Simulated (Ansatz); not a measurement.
# C2H5GeNS: up Jacob's ladder to CCSD(T)

One table from this session's results is given with a row withheld; the runs are named, their logs left out.

Method: functionals in def2-TZVPP, the program's frozen cores in correlated methods; program: Ansatz 0.2.0, Gaussian basis.

Plan: PBE-D4, r2SCAN-D4, PBE0-D4, B3LYP-D4, ωB97X-V, ωB97M-V, B2PLYP; CCSD(T)/def2-TZVPP; MP2/def2-QZVPP; extrapolation to the limit.

## The geometry

An earlier PBE0-D4 in a triple-zeta def2 set relaxation fixed the geometry.

SMILES `[SH][GeH2][C]1=NC1`, 10 atoms, charge 0, spin multiplicity 1.

Atoms are counted from 1 here; the program's logs count them from 0.

Bond lengths: S1–Ge2 2.215 Å, S1–H6 1.347 Å, Ge2–C3 1.938 Å, Ge2–H7 1.535 Å, Ge2–H8 1.535 Å, C3–N4 1.253 Å, C3–C5 1.458 Å, N4–C5 1.509 Å, C5–H9 1.086 Å, C5–H10 1.086 Å. Angles: Ge2–S1–H6 91.5°, S1–Ge2–C3 104.3°, S1–Ge2–H7 111.8°, S1–Ge2–H8 111.8°, C3–Ge2–H7 109.2°, C3–Ge2–H8 109.2°, H7–Ge2–H8 110.3°, Ge2–C3–N4 136.0°, Ge2–C3–C5 156.9°, N4–C3–C5 67.2°, C3–N4–C5 62.9°, C3–C5–N4 49.9°, C3–C5–H9 120.3°, C3–C5–H10 120.3°, N4–C5–H9 116.7°, N4–C5–H10 116.7°, H9–C5–H10 116.1°.

Geometry (Å):

```
S    -2.57172   -0.76416   -0.87249
Ge   -0.74557   -1.24163    0.28707
C     0.40038    0.30019    0.03131
N     0.32297    1.38756   -0.58653
C     1.59398    1.12310    0.18261
H    -2.06375    0.42356   -1.25259
H    -0.03721   -2.49143   -0.25305
H    -1.04551   -1.40379    1.78349
H     2.48300    0.91045   -0.40362
H     1.74641    1.70486    1.08680
```

The first run:

in.yaml

```yaml
crystal:
  periodic: [false, false, false]
  atoms:
    - {symbol: S, position_ang: [-2.571717, -0.764161, -0.872493]}
    - {symbol: Ge, position_ang: [-0.745569, -1.241629, 0.287069]}
    - {symbol: C, position_ang: [0.400385, 0.300190, 0.031314]}
    - {symbol: N, position_ang: [0.322968, 1.387562, -0.586527]}
    - {symbol: C, position_ang: [1.593983, 1.123101, 0.182606]}
    - {symbol: H, position_ang: [-2.063754, 0.423556, -1.252595]}
    - {symbol: H, position_ang: [-0.037208, -2.491434, -0.253050]}
    - {symbol: H, position_ang: [-1.045506, -1.403795, 1.783494]}
    - {symbol: H, position_ang: [2.483004, 0.910452, -0.403615]}
    - {symbol: H, position_ang: [1.746413, 1.704857, 1.086797]}
basis:
  gaussian: {orbitals: def2-TZVPP}
hamiltonian: {xc: pbe, dispersion: d4}
output: {forces: true, orbitals: {seedname: orbitals}}
```

Run with:

```bash
> ansatz run in.yaml --threads 4 --pin off --events-out ev --progress --plain --max-ram 10444MiB
```

Steps of the session up to this table: PBE-D4 (GGA); r2SCAN-D4 (meta-GGA); PBE0-D4 (hybrid); B3LYP-D4 (hybrid); ωB97X-V (range-separated); ωB97M-V (range-separated); B2PLYP (double hybrid); CCSD(T) in def2-TZVPP; MP2 in def2-QZVPP.

One table of the session follows, with a row left open; its other results are not shown here.

| method | atomisation energy (kJ/mol) |
| --- | --- |
| PBE-D4 | 3595.6 |
| r2SCAN-D4 | 3494.9 |
| PBE0-D4 | 3506.6 |
| B3LYP-D4 | 3474.6 |
| ωB97X-V | 3513.2 |
| ωB97M-V | ? |
| B2PLYP | 3438.6 |
| HF/def2-TZVPP | 2339.4 |
| MP2/def2-TZVPP | 3453.2 |
| CCSD/def2-TZVPP | 3311.1 |
| CCSD(T)/def2-TZVPP | 3387.6 |
| MP2/CBS | 3548.7 |
| CCSD(T)/CBS | 3483.1 |

**Question.** Estimate the row for ωB97M-V.

**Answer.** atomisation energy (kJ/mol): 3493.6. In the column «atomisation energy (kJ/mol)» it lies between CCSD(T)/CBS (3483.1) and r2SCAN-D4 (3494.9).
